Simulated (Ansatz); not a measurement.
**SiHF (SMILES F[SiH]): SVWN5/def2-TZVPPD**

Aim: the electronic atomisation energy of SiHF at SVWN5/def2-TZVPPD, from 4 runs. 

The calculation is run with Ansatz 0.2.0.

58 further runs of the same task are left out: 58 set aside as unsound or not needed.

## Step 1: The system as given

SiHF has 3 atoms, charge 0, and is taken as a singlet. SMILES: `F[SiH]`. The coordinates come from a PBE0-D4/def2-TZVP relaxation.

Bond lengths: F1–Si2 1.612 Å, Si2–H3 1.541 Å. Angles: F1–Si2–H3 96.3°.

## Step 2: The energy at SVWN5/def2-TZVPPD

Input file input.yaml:

```yaml
crystal:
  periodic: [false, false, false]
  atoms:
    - {symbol: F, position_ang: [-1.090200, 0.024400, -0.602300]}
    - {symbol: Si, position_ang: [0.186800, 0.629400, 0.173800]}
    - {symbol: H, position_ang: [0.892400, -0.718600, 0.415300]}
basis:
  gaussian:
    orbitals: def2-TZVPPD.json
hamiltonian:
  xc: {name: SVWN5}
accuracy: high
output: {orbitals: {seedname: orbitals}}
```

The basis set def2-TZVPPD is read from a file made from the Basis Set Exchange's data (not shown).

Run with:

```bash
$ ansatz run input.yaml --threads 1 --pin off --max-ram 3480MiB --events-out events.jsonl --progress --plain --runs-dir runs
```

Log:

```text
Warning: RAYON_NUM_THREADS=1 ignored (pool sized by the plan → 1); use --threads N
Functional definition: SVWN5
  name "SVWN5"
  exchange = slater_x
  correlation = vwn5_c
1560 factors; integrals over basis functions are off by at most 3.9e-9 eV
mean field evaluation 1: about -10561.3125 eV, gradient 3.5e1 eV
mean field evaluation 2: about -10548.4377 eV, gradient 9.8e1 eV
mean field evaluation 4: about -10563.1838 eV, gradient 2.8e0 eV
mean field evaluation 8: about -10563.2040 eV, gradient 2.2e-1 eV
mean field evaluation 16: about -10563.2041 eV, gradient 7.8e-6 eV
mean field -10563.20405036 eV, -388.1905888539 hartree, gradient 1.3e-8 eV, S^2 0.000000; 0 other end points of the search recorded, 0 dependent functions left out
reference -10563.20405357 eV, -388.1905889717 hartree; 12, 12 occupied and 93, 93 virtual orbitals, 1560 factors
Total energy: -10563.20405357 eV, -388.1905889717 hartree
```

It took 2.8 s on 1 thread of Arm Neoverse V1, shared host; peak memory 0.2 GiB.

## Step 3: The F atom

Input file molecule.yaml:

```yaml
crystal:
  periodic: [false, false, false]
  atoms:
    - {symbol: F, position_ang: [0.000000, 0.000000, 0.000000]}
basis:
  gaussian: {orbitals: def2-TZVPPD.json}
magnetization: {spin_polarized: true, initial_magnetization: 1}
hamiltonian: {xc: {name: SVWN5}}
accuracy: high
```

The basis set def2-TZVPPD is read from a file made from the Basis Set Exchange's data (not shown).

Run the same way, it converges to -99.10846 Eh (log not shown).

## Step 4: The H atom at the same level

Input file run.yaml:

```yaml
crystal:
  periodic: [false, false, false]
  atoms:
    - {symbol: H, position_ang: [0.000000, 0.000000, 0.000000]}
basis:
  gaussian:
    orbitals: def2-TZVPPD.json
magnetization:
  spin_polarized: true
  initial_magnetization: 1
hamiltonian:
  xc: {name: SVWN5}
accuracy: high
```

The basis set def2-TZVPPD is read from a file made from the Basis Set Exchange's data (not shown).

Run the same way, it converges to -0.47834 Eh (log not shown).

## Step 5: The Si atom

Input file job.yaml:

```yaml
crystal:
  periodic: [false, false, false]
  atoms:
    - {symbol: Si, position_ang: [0.000000, 0.000000, 0.000000]}
basis:
  gaussian:
    orbitals: def2-TZVPPD.json
magnetization:
  spin_polarized: true
  initial_magnetization: 2
hamiltonian:
  xc: {name: SVWN5}
accuracy: high
```

The basis set def2-TZVPPD is read from a file made from the Basis Set Exchange's data (not shown).

Run with:

```bash
$ ansatz run job.yaml --threads 1 --pin off --max-ram 3480MiB --events-out events.jsonl --progress --plain --runs-dir runs
```

Log:

```text
Warning: RAYON_NUM_THREADS=1 ignored (pool sized by the plan → 1); use --threads N
[... 4 set-up lines as earlier in the session ...]
468 factors; integrals over basis functions are off by at most 3.9e-9 eV
mean field evaluation 1: about -7842.4246 eV, gradient 3.2e0 eV
mean field evaluation 2: about -7842.4294 eV, gradient 3.4e0 eV
mean field evaluation 4: about -7842.5072 eV, gradient 1.5e0 eV
mean field evaluation 8: about -7842.5070 eV, gradient 1.5e0 eV
mean field evaluation 16: about -7842.5289 eV, gradient 6.7e-9 eV
mean field evaluation 32: about -7842.5269 eV, gradient 3.0e-1 eV
mean field -7842.52889892 eV, -288.2076211784 hartree, gradient 1.3e-8 eV, S^2 2.001656; 3 other end points of the search recorded, 0 dependent functions left out
reference -7842.52890063 eV, -288.2076212411 hartree; 8, 6 occupied and 40, 42 virtual orbitals, 468 factors
Total energy: -7842.52890063 eV, -288.2076212411 hartree
```

Run time: 1.4 s. Hardware: 1 thread of Arm Neoverse V1, shared host.

## Step 6: What came out

Level: SVWN5/def2-TZVPPD.

| quantity | value |
| --- | --- |
| molecule: total energy | -388.19059 Eh |
| molecule: HOMO energy | -5.94 eV |
| molecule: LUMO energy | -3.76 eV |
| molecule: HOMO–LUMO gap | 2.17 eV |
| F atom: total energy | -99.10846 Eh |
| F atom: ⟨S²⟩ | 0.751 |
| H atom: total energy | -0.47834 Eh |
| H atom: ⟨S²⟩ | 0.750 |
| Si atom: total energy | -288.20762 Eh |
| Si atom: ⟨S²⟩ | 2.002 |
| electronic atomisation energy | 10.780 eV |

What this shows: Taking the molecule apart into free atoms costs 10.78 eV (249 kcal/mol), before zero-point energy and without spin-orbit coupling.
